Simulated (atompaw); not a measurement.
**A PAW (atompaw) potential for Fe, from input to tests**

Task: generate the file, and judge it by its logarithmic derivatives, its ghosts and its cutoff.

Method: atompaw 4.2.0.5, PBEsol, scalar-relativistic.

**1. The design**

Typed settings, in words:

| Item | Value |
| --- | --- |
| element | iron (Fe, Z = 26) |
| type | PAW |
| frozen core | [Ar] |
| valence charge | 8 |
| reference configuration | 3d6 4s2 4p0 |
| partial waves | 4s (bound): rc 2.80 bohr; 4s channel at 1.25 Ry: rc 2.30 bohr; 4p (bound, empty): rc 2.80 bohr; 4p channel at 0.8 Ry: rc 2.80 bohr; 3d (bound): rc 1.20 bohr; 3d channel at 2.65 Ry: rc 1.20 bohr |
| local potential | troulliermartins scheme with l = 3 at 0.5 Ry, radius 2.00 bohr |
| core correction | smooth core density matched at 2.00 bohr |
| augmentation charge | besselshape compensation charge, radius 2.10 bohr; PAW radius 2.80 bohr; waves and projectors: custom rrkj gramschmidtortho |

An earlier all-electron run gives the scale for the radii.

All-electron outer shells of the reference configuration (PBEsol, scalar-relativistic, ld1.x):

```tsv
shell	level (eV)	outermost node (bohr)	outermost maximum (bohr)
3s	-93.77	0.33	0.70
3p	-59.92	0.30	0.72
3d	-7.53	–	0.71
4s	-5.31	1.00	2.41
4p	-1.30	1.10	3.29
```

**2. Generation**

Fe.input

```
Fe 26
GGA-PBESOL scalarrelativistic loggrid 1500 logderivrange -3 5 201
4 4 3 0 0 0
4 1 0
3 2 6
0 0 0
c
c
c
v
c
c
v
v
2
2.80 2.10 2.00 2.00
y
1.25
n
y
0.8
n
y
2.65
n
custom rrkj gramschmidtortho besselshape
3 0.5 troulliermartins
2.80
2.30
2.80
2.80
1.20
1.20
PWSCFOUT
UPFDX 0.0125d0 UPFXMIN -7.d0 UPFZMESH 26.d0
END
```

On the command line:

```bash
atompaw < Fe.input > Fe.log
```

**Question.** What will these runs give? Wanted: cutoffs for 10 and 1 mRy, occupied levels; bound ghosts; largest phase difference near zero energy, channels read; lowest eigenvalue of the overlap; share of valence orbitals outside the PAW sphere; UPF file.

**Answer**, as computed:

| quantity | value |
| --- | --- |
| cutoffs for 10 and 1 mRy, occupied levels | 80 Ry and 140 Ry |
| bound ghosts | none found |
| largest phase difference near zero energy, channels read | 0.009 rad |
| lowest eigenvalue of the overlap (Bessel basis) | 0.538 (p) |
| share of valence orbitals outside the PAW sphere | 4s 50 %, 4p 79 %, 3d 3 % |
| UPF file | written |

**Reading.** It counts as hard, with 80 Ry needed at the looser tolerance. The slowest occupied level is 3d: taken alone it needs 80 Ry to come within 1 mRy, against 6 Ry or less for 4s. No bound ghost shows below the valence levels. Near zero energy the phases of the channels with partial waves agree within 0.009 rad. All of this concerns the isolated atom, not yet a solid.
